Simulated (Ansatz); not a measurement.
# AlGa (singlet): RKS PBE0, RPA-PBE over a scan of the distance Al1–Ga2, cc-pVDZ

How well do these functionals follow the top wave-function level for AlGa (singlet) over a scan of the distance Al1–Ga2?

The runs use Ansatz 0.2.0, Gaussian basis; cc-pVDZ, all electrons in the functionals, frozen cores in the correlation of double hybrids and RPA.

To be run: RKS PBE0, RPA-PBE, at 2.365 Å; 2.748 Å; 3.018 Å; 3.254 Å; 3.667 Å; 4.255 Å; 4.941 Å; 5.481 Å; 6.697 Å; 8.106 Å; 10.266 Å.

34 further runs of the same task are left out: 5 for a known fault of the program, 1 for a mislabelled method, 21 that didn't finish, 7 set aside as unsound or not needed.

**1. The geometry**

The geometry derives from a PBE0/def2-TZVP stationary point (not a proven minimum). One bond is set to the value named and the two fragments are kept rigid. No spin-orbit coupling is included. The filled d shell of Ga may be among the frozen orbitals whatever the setting's name suggests; the logs give the count.

2 atoms, charge 0, spin multiplicity 1.

Atoms are counted from 1 here; the program's logs count them from 0.

No contacts short enough for the rule that draws bonds.

No dispersion term is added.

The geometry shown and the zero of energy belong to the point 3.018 Å. The yardstick, FCI, and other wave-function levels (R restricted, U unrestricted, valence and pair active spaces) come from earlier runs.

**2. RKS PBE0, 2.365 Å**

Input file in.yaml:

```yaml
crystal:
  periodic: [false, false, false]
  atoms:
    - {symbol: Al, position_ang: [0.000000, 0.000000, 0.000000]}
    - {symbol: Ga, position_ang: [0.000000, 0.000000, 2.365000]}
basis:
  gaussian: {orbitals: cc-pVDZ}
hamiltonian: {xc: {name: PBE0}}
```

Launch:

```bash
$ ansatz run in.yaml --threads 1 --pin off --events-out ev --progress --plain --max-ram 2393MiB
```

Further steps of the session: RKS PBE0, 2.748 Å; RKS PBE0, 3.018 Å; RKS PBE0, 3.254 Å; RKS PBE0, 3.667 Å; RKS PBE0, 4.255 Å; RKS PBE0, 4.941 Å; RKS PBE0, 5.481 Å; RKS PBE0, 6.697 Å; RKS PBE0, 8.106 Å; RKS PBE0, 10.266 Å; RPA-PBE, 2.365 Å; RPA-PBE, 2.748 Å; RPA-PBE, 3.018 Å; RPA-PBE, 3.254 Å; RPA-PBE, 3.667 Å; RPA-PBE, 4.255 Å; RPA-PBE, 4.941 Å; RPA-PBE, 5.481 Å; RPA-PBE, 6.697 Å; RPA-PBE, 8.106 Å; RPA-PBE, 10.266 Å.

**Question.** What will the summary of the whole plan be? Wanted: span of the FCI curve; largest miss, RKS PBE0.

**Answer**, as computed:

| quantity | value |
| --- | --- |
| span of the FCI curve | 0.874 eV |
| largest miss, RKS PBE0 | +1.375 eV (10.266 Å) |

In words: RKS PBE0 strays by up to 1.375 eV, at 10.266 Å. Functionals and the yardstick converge differently with the basis, so part of each miss in cc-pVDZ is the basis.
